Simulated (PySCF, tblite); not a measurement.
# C3H5BCl radical: geometry, infrared bands and EPR parameters

Wanted: the infrared bands and EPR parameters of C3H5BCl radical (`Cl[B]C1CC1`), by calculation.

Computed with tblite 0.8.0 and PySCF 2.14.0, with density-fitted response routines of our own, on a single molecule in the gas phase. Atoms count from 0, in the outputs and in this text.

### 1 The molecule as given

10 atoms, charge 0, multiplicity 2; geometry from: force field or distance geometry start.

Bonds of the start (Å): Cl0–B1 1.85, B1–C2 1.57, C2–C3 1.54, C3–C4 1.52, C4–C2 1.50, C2–H5 1.10, C3–H6 1.11, C3–H7 1.09, C4–H8 1.12, C4–H9 1.11.

### 2 Relaxing the molecule with GFN2-xTB

Job settings and geometry (Å):

```
{"job": {"kind": "relax", "xc": "GFN2-xTB", "basis": "xTB"}, "charge": 0, "multiplicity": 2}
Cl     2.461200    -0.750900    -0.518500
B      1.435800    -0.631300     1.021900
C     -0.010100    -0.057800     0.844100
C     -0.212400     0.884900    -0.357300
C     -0.758500    -0.537300    -0.368100
H     -0.649700     0.181700     1.707700
H      0.709900     1.121100    -0.927700
H     -0.865900     1.728800    -0.113900
H     -0.247600    -1.242600    -1.078500
H     -1.853800    -0.692000    -0.232300
```

Launch:

```console
$ OMP_NUM_THREADS=1 python probes_run.py task.json out
```

One launch serves the whole session: the jobs run in the order shown.

The program printed:

```text
step      E/eV     max force
  0    -398.76709    2.063
  1    -398.95437    1.594
  2    -399.09995    0.788
  3    -399.12028    0.374
  4    -399.12785    0.311
  5    -399.15047    0.325
  6    -399.15769    0.275
  7    -399.16692    0.230
  8    -399.17077    0.207
  9    -399.17407    0.169
 10    -399.17670    0.176
 11    -399.17972    0.202
 12    -399.18221    0.168
 13    -399.18425    0.121
 14    -399.18606    0.158
 15    -399.18775    0.136
 16    -399.18888    0.082
 17    -399.18940    0.063
 18    -399.18968    0.042
 19    -399.18993    0.046
 20    -399.19016    0.042
 21    -399.19032    0.036
 22    -399.19041    0.023
 23    -399.19047    0.022
 24    -399.19053    0.020
 25    -399.19057    0.017
 26    -399.19060    0.016
 27    -399.19063    0.015
 28    -399.19066    0.018
 29    -399.19068    0.015
 30    -399.19069    0.010
```

Run time: 0.1 s. Hardware: 1 thread of Arm Neoverse V2, shared host.

Relaxation path:

| step | energy from step 0 (eV) | largest force (eV/Å) |
| --- | --- | --- |
| 0 | 0.0000 | 2.0633 |
| 1 | -0.1873 | 1.5942 |
| 2 | -0.3329 | 0.7876 |
| 3 | -0.3532 | 0.3742 |
| 4 | -0.3608 | 0.3110 |
| 5 | -0.3834 | 0.3249 |
| 6 | -0.3906 | 0.2754 |
| 7 | -0.3998 | 0.2295 |
| 8 | -0.4037 | 0.2073 |
| 9 | -0.4070 | 0.1689 |
| 10 | -0.4096 | 0.1762 |
| 11 | -0.4126 | 0.2017 |
| 12 | -0.4151 | 0.1682 |
| 13 | -0.4172 | 0.1206 |
| 14 | -0.4190 | 0.1582 |
| 15 | -0.4207 | 0.1359 |
| 16 | -0.4218 | 0.0816 |
| 17 | -0.4223 | 0.0625 |
| 18 | -0.4226 | 0.0418 |
| 19 | -0.4228 | 0.0459 |
| 20 | -0.4231 | 0.0425 |
| 21 | -0.4232 | 0.0356 |
| 22 | -0.4233 | 0.0233 |
| 23 | -0.4234 | 0.0225 |
| 24 | -0.4234 | 0.0199 |
| 25 | -0.4235 | 0.0173 |
| 26 | -0.4235 | 0.0162 |
| 27 | -0.4235 | 0.0152 |
| 28 | -0.4236 | 0.0181 |
| 29 | -0.4236 | 0.0151 |
| 30 | -0.4236 | 0.0097 |

Close pairs (by a distance rule), those that changed most:

| bond | before (Å) | after (Å) | change (Å) |
| --- | --- | --- | --- |
| Cl0–B1 | 1.854 | 1.687 | -0.168 |
| C4–H8 | 1.124 | 1.080 | -0.044 |
| C3–C4 | 1.523 | 1.482 | -0.042 |
| C4–H9 | 1.114 | 1.080 | -0.035 |
| C3–H6 | 1.110 | 1.080 | -0.030 |
| B1–C2 | 1.566 | 1.544 | -0.022 |
| C2–C4 | 1.503 | 1.523 | +0.020 |
| C2–C3 | 1.540 | 1.523 | -0.017 |

The final coordinates are the input of the step that follows.

### 3 Infrared spectrum with GFN2-xTB

Job settings and geometry (Å):

```
{"job": {"kind": "ir", "xc": "GFN2-xTB", "basis": "xTB"}, "charge": 0, "multiplicity": 2}
Cl     2.542281    -0.883350    -0.301020
B      1.488887    -0.612410     0.988106
C      0.057781    -0.063497     0.805288
C     -0.249834     0.896422    -0.336746
C     -0.771248    -0.489256    -0.399453
H     -0.541975     0.118301     1.691620
H      0.560887     1.165377    -0.997057
H     -0.933285     1.706580    -0.131916
H     -0.319603    -1.172298    -1.103096
H     -1.825007    -0.661214    -0.238254
```

The program printed:

```text
mode    cm-1     km/mol
  1      89.8      0.01
  2     148.4      0.17
  3     257.0      0.29
  4     458.3      2.97
  5     726.8      4.59
  6     803.1      1.47
  7     859.8      3.04
  8     900.6      0.36
  9     907.4     53.97
 10     989.7     82.25
 11    1056.7     11.65
 12    1066.7      0.36
 13    1107.5     46.29
 14    1108.5      2.97
 15    1161.8      0.45
 16    1261.0      9.56
 17    1328.9     22.11
 18    1437.1      0.74
 19    1477.9      1.11
 20    3022.4     32.53
 21    3083.4     15.06
 22    3085.2     15.70
 23    3088.7     11.82
 24    3105.7     85.06
```

Wall time 0.15 s (1 thread of Arm Neoverse V2, shared host).

Which atoms move in the most intense modes:

| cm⁻¹ | km/mol | atoms |
| --- | --- | --- |
| 907 | 54.0 | B1 35 %, H9 15 %, H7 12 % |
| 990 | 82.2 | C2 34 %, C3 21 %, C4 21 % |
| 1108 | 46.3 | B1 26 %, C2 21 %, H7 16 %, H5 16 % |
| 1329 | 22.1 | C2 36 %, H5 19 % |
| 3022 | 32.5 | H5 92 % |
| 3083 | 15.1 | H9 73 %, H8 13 % |
| 3085 | 15.7 | H7 72 %, H6 11 % |
| 3106 | 85.1 | H6 26 %, H8 25 %, H7 21 %, H9 16 % |

### 4 EPR parameters: B3LYP/pcH-1

Settings changed since step 3:

```diff
@@ -1,2 +1,2 @@
-{"job": {"kind": "ir", "xc": "GFN2-xTB", "basis": "xTB"}, "charge": 0, "multiplicity": 2}
+{"job": {"kind": "epr", "basis": "pcH-1"}, "charge": 0, "multiplicity": 2}
 Cl     2.542281    -0.883350    -0.301020
```

Method: UKS B3LYP, pcH-1 on B C Cl H, non-relativistic, mean-field spin-orbit, GIAO.

The program printed:

```text
UKS, coarse grid
  cycle   1  E = -602.30151018  |g| = 2.58e-01
  cycle   2  E = -602.28789540  |g| = 2.98e-01
  cycle   3  E = -602.33296528  |g| = 4.71e-02
  cycle   4  E = -602.33404598  |g| = 1.35e-02
  cycle   5  E = -602.33413283  |g| = 4.49e-03
  cycle   6  E = -602.33414167  |g| = 1.92e-03
  cycle   7  E = -602.33414469  |g| = 5.83e-04
UKS, final grid
  cycle   1  E = -602.33407493  |g| = 7.29e-04
  cycle   2  E = -602.33407465  |g| = 1.05e-03
  cycle   3  E = -602.33407519  |g| = 5.29e-05
  cycle   4  E = -602.33407519  |g| = 1.84e-05
E = -602.33407519 Eh   <S^2> = 0.7518 (exact 0.7500)
g shifts (ppm)      1          2          3
  rmc          -128       -128       -128
  gc             20         15        -36
  oz_so       -9813       -658       3754
  total       -9921       -770       3591
hyperfine (MHz)  atom isotope    a_iso     a_fc   dipolar eigenvalues
    0  35Cl      41.44      41.65    -21.08    -18.27     39.35
    1   11B     496.90     497.18    -40.39    -38.07     78.46
    2   13C      86.88      86.91     -6.56     -4.23     10.79
    3   13C       6.35       6.36     -2.05     -1.60      3.65
    4   13C       4.84       4.85     -1.68     -1.24      2.92
    5    1H      17.34      17.37     -5.64     -4.71     10.36
    6    1H       0.61       0.61     -2.45     -1.43      3.88
    7    1H       0.08       0.08     -1.95     -0.97      2.92
    8    1H       1.09       1.09     -2.30     -1.64      3.94
    9    1H       0.02       0.02     -1.80     -1.00      2.81
```

Run time: 24 s. Hardware: 1 thread of Arm Neoverse V2, shared host; peak memory 0.64 GiB.

Principal g values 1.99240, 2.00155, 2.00591; g(iso) = 1.99995, against 2.00232 for a free electron.

Hyperfine couplings; where a row names several nuclei, a(iso) is their mean (it holds for fast rotation or exchange) and the dipolar term the largest among them:

| nuclei | isotope | a(iso) (MHz) | a(iso) (G, at g = 2.0023) | largest dipolar term (MHz) |
| --- | --- | --- | --- | --- |
| B1 | 11B | 496.9 | 177.3 | 78.5 |
| C2 | 13C | 86.9 | 31.0 | 10.8 |
| Cl0 | 35Cl | 41.4 | 14.8 | 39.3 |
| H5 | 1H | 17.3 | 6.2 | 10.4 |
| C3, C4 | 13C | 5.6 | 2.0 | 3.6 |
| H6, H8 | 1H | 0.8 | 0.3 | 3.9 |
| H7, H9 | 1H | 0.0 | 0.0 | 2.9 |

Mulliken spin populations:

| atom | value (e) |
| --- | --- |
| Cl0 | 0.04 |
| B1 | 0.93 |
| C2 | -0.01 |
| C3 | 0.01 |
| C4 | 0.01 |
| H5 | 0.00 |
| H6 | 0.00 |
| H7 | 0.00 |
| H8 | 0.00 |
| H9 | 0.00 |

In first order the couplings over 0.8 MHz of 11B, 35Cl, 1H give 96 distinct lines over 583.1 G, if the averaged nuclei exchange fast; the same motion can average rows kept apart here too.

Orbitals, density, ELF and potential are computed afterwards from the orbital file.

ELF in a plane through or near 5 of the atoms.

Ten even steps from '0' (0.00) to '9' (1.00):
```
0000000000000000000000000000
0000000000000000000000000000
0000000000000000000000000000
0000000000000000012100000000
0000000000001211257510000000
0000123320004653699970000000
0002456651005886999981000000
0014788874003744799961000000
0026887576101534476310000000
0137882347211357741000000000
0137882357211357651000000000
0026888776102544588630000000
0014677763002662899982000000
0001345431001555999993000000
0000111100000223799981000000
0000000000000000257520000000
0000000000000000012100000000
0000000000000000000000000000
0000000000000000000000000000
0000000000000000000000000000
```
The map spans 10.5 Å across and 7.9 Å up, centred on the molecule. Atoms in the plane (x, y in Å): Cl0 (-2.7, 0.1), C3 (0.6, 0.8), C4 (0.6, -0.7), H7 (1.5, 1.3), H9 (1.5, -1.2).

On the surface of density 0.002 e/bohr³ the electrostatic potential runs, from the 1st to the 99th percentile, from -0.72 V near B1 to 0.91 V near H9.

The spin density lies nearest to B1 80 %; Cl0 10 %.

### 5 Summary of results

| quantity | value |
| --- | --- |
| strongest single infrared mode (GFN2-xTB) | 3106 cm⁻¹, 85 km/mol |
| zero-point energy (GFN2-xTB) | 46.5 kcal/mol |
| g(iso) (B3LYP) | 1.99995 |
| ⟨S²⟩ | 0.752 (exact 0.75) |
| largest a(iso) (averaged by class) | 11B on B1, 496.9 MHz |
| potential on the surface of density 0.002 e/bohr³, 1st and 99th percentile | -0.72 V and 0.91 V |

What this shows: Relaxing lowered the energy by 0.424 eV in 30 steps; the close pair that moved most is Cl0–B1, from 1.854 to 1.687 Å. All 24 modes are real, so the xTB geometry is a minimum. The strongest single mode, at 3106 cm⁻¹, is spread over several atoms, H6, H8, H7, H9 among them. GFN2-xTB is a fitted tight-binding method: band positions and strengths are rough. Its intensities can rank the bands wrongly. Most of the unpaired spin sits on B1 (0.93 e). The isotropic g lies 2.4 ppt below the free-electron value. These values are for one conformer; the search (at its own cheap level) found 1 more, at 0.59 kcal/mol, and measured spectra average over such forms.
